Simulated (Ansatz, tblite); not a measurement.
# GeHMe2(OiPr) (C₅H₁₄GeO): one state, many levels

How do method and basis change the picture of GeHMe2(OiPr) (C₅H₁₄GeO) (singlet)?

Computed with Ansatz 0.2.0, Gaussian basis. Level: as each input shows.

Levels to be run: GFN1-xTB, GFN2-xTB, PBE-D4/def2-TZVP, r2SCAN-D4/def2-TZVP, LDA/def2-TZVP, revPBE-D4/def2-TZVP, B97M-V/def2-TZVP, PBE-D4/def2-SVP, PBE0-D4/def2-SVP, HF/STO-3G, HF/6-31G, B3LYP-D4/6-31G, CCSD(T)/def2-SVP, MP2/def2-TZVP, RPA/def2-TZVP.

2 further runs of the same task are left out: 2 set aside as unsound or not needed.

## 1. The structure

The singlet was relaxed beforehand with PBE0-D4/def2-SVP.

21 atoms, charge 0, spin multiplicity 1.

Bond lengths: Ge1–H2 1.550 Å, Ge1–C3 1.941 Å, Ge1–C7 1.947 Å, Ge1–O11 1.791 Å, C3–H4 1.100 Å, C3–H5 1.100 Å, C3–H6 1.099 Å, C7–H8 1.101 Å, C7–H9 1.099 Å, C7–H10 1.100 Å, O11–C12 1.408 Å, C12–C13 1.517 Å, C12–C14 1.522 Å, C12–H15 1.111 Å, C13–H16 1.101 Å, C13–H17 1.100 Å, C13–H18 1.100 Å, C14–H19 1.102 Å and more. Angles: H2–Ge1–C3 112.5°, H2–Ge1–C7 111.4°, H2–Ge1–O11 107.2°, C3–Ge1–C7 111.3°, C3–Ge1–O11 104.8°, C7–Ge1–O11 109.4°, Ge1–C3–H4 110.9°, Ge1–C3–H5 109.5°, Ge1–C3–H6 110.4°, H4–C3–H5 108.6°, H4–C3–H6 108.9°, H5–C3–H6 108.5°, Ge1–C7–H8 110.6°, Ge1–C7–H9 111.2°, Ge1–C7–H10 109.4°, H8–C7–H9 108.6°, H8–C7–H10 108.5°, H9–C7–H10 108.4° and more.

PBE0-D4/def2-TZVP was run before; its log isn't repeated, and its numbers join the tables.

## 2. GFN1-xTB

Tight binding, by tblite at 300 K electronic temperature and without a spin-polarisation term:

```python
tblite.interface.Calculator('GFN1-xTB', numbers, positions, charge=0, uhf=0).singlepoint()
```

Energy -666.7287 eV, HOMO -11.60 eV, LUMO -4.76 eV; 0.02 s.

## 3. GFN2-xTB

Tight binding, by tblite at 300 K electronic temperature and without a spin-polarisation term:

```python
tblite.interface.Calculator('GFN2-xTB', numbers, positions, charge=0, uhf=0).singlepoint()
```

Energy -648.8697 eV, HOMO -10.61 eV, LUMO -2.23 eV; 0.012 s.

## 4. PBE-D4/def2-TZVP

start.molden holds the orbitals of an earlier run on this state, given as this run's starting guess.

in.yaml

```yaml
crystal:
  periodic: [false, false, false]
  atoms:
    - {symbol: Ge, position_ang: [0.925471, 1.052292, 0.088562]}
    - {symbol: H, position_ang: [1.121943, 1.059719, 1.626256]}
    - {symbol: C, position_ang: [2.609158, 1.116034, -0.874823]}
    - {symbol: H, position_ang: [3.126285, 2.071215, -0.700037]}
    - {symbol: H, position_ang: [2.420120, 1.010790, -1.953250]}
    - {symbol: H, position_ang: [3.264248, 0.293637, -0.554418]}
    - {symbol: C, position_ang: [-0.270271, 2.479607, -0.481283]}
    - {symbol: H, position_ang: [0.192035, 3.463314, -0.308087]}
    - {symbol: H, position_ang: [-1.224661, 2.440587, 0.062631]}
    - {symbol: H, position_ang: [-0.477901, 2.375368, -1.556522]}
    - {symbol: O, position_ang: [0.210011, -0.531001, -0.346527]}
    - {symbol: C, position_ang: [-0.538505, -1.311304, 0.555666]}
    - {symbol: C, position_ang: [-0.659352, -2.700812, -0.042199]}
    - {symbol: C, position_ang: [-1.898782, -0.689794, 0.839255]}
    - {symbol: H, position_ang: [0.006650, -1.395757, 1.520409]}
    - {symbol: H, position_ang: [-1.203151, -2.652660, -0.998494]}
    - {symbol: H, position_ang: [-1.196267, -3.383284, 0.633722]}
    - {symbol: H, position_ang: [0.339752, -3.114538, -0.241137]}
    - {symbol: H, position_ang: [-1.794659, 0.295224, 1.321616]}
    - {symbol: H, position_ang: [-2.455183, -0.553209, -0.101499]}
    - {symbol: H, position_ang: [-2.496949, -1.325426, 1.510147]}
basis:
  gaussian: {orbitals: def2-TZVP, initial_orbitals: start.molden}
hamiltonian: {xc: pbe, dispersion: d4}
scf: {omitted_lower_state_checks: [starts]}
output: {forces: true, orbitals: {seedname: orbitals}}
```

Run with:

```bash
$ ansatz run in.yaml --threads 2 --pin off --events-out ev --progress --plain --max-ram 32768MiB --backend cuda --devices 0, --max-vram 18GiB
```

Further steps of the session: r2SCAN-D4/def2-TZVP; LDA/def2-TZVP; revPBE-D4/def2-TZVP; B97M-V/def2-TZVP; PBE-D4/def2-SVP; PBE0-D4/def2-SVP; HF/STO-3G; HF/6-31G; B3LYP-D4/6-31G; CCSD(T)/def2-SVP; MP2/def2-TZVP; RPA/def2-TZVP.

**Question.** What will the summary of the whole plan be? Wanted: gap in def2-TZVP, named functionals, smallest and largest; correlation energy, CCSD(T)/def2-SVP; correlation energy, MP2/def2-TZVP; binding an atom, CCSD(T)/def2-SVP; PBE0 total energy, smallest basis above largest.

**Answer**, as computed:

```
                                                 quantity                             value
gap in def2-TZVP, named functionals, smallest and largest  5.96 eV (LDA), 8.41 eV (PBE0-D4)
                     correlation energy, CCSD(T)/def2-SVP                         -34.20 eV
                        correlation energy, MP2/def2-TZVP                         -36.67 eV
                        binding an atom, CCSD(T)/def2-SVP                          3.762 eV
          PBE0 total energy, smallest basis above largest    15.36 eV (def2-SVP, def2-TZVP)
```

In words: Over the named functionals in def2-TZVP the gap runs from 5.96 eV (LDA) to 8.41 eV (PBE0-D4); exact exchange widens it. A small miss in a minimal or small basis is a cancelling of errors, not accuracy. The functionals in def2-TZVP miss CCSD(T)/def2-SVP by +0.130 (revPBE-D4) to +0.682 eV (LDA) an atom. The yardstick is in a double-zeta basis, so levels in larger sets aren't compared like for like. CCSD(T)/def2-SVP isn't at the basis-set limit; small misses against it rank nothing.
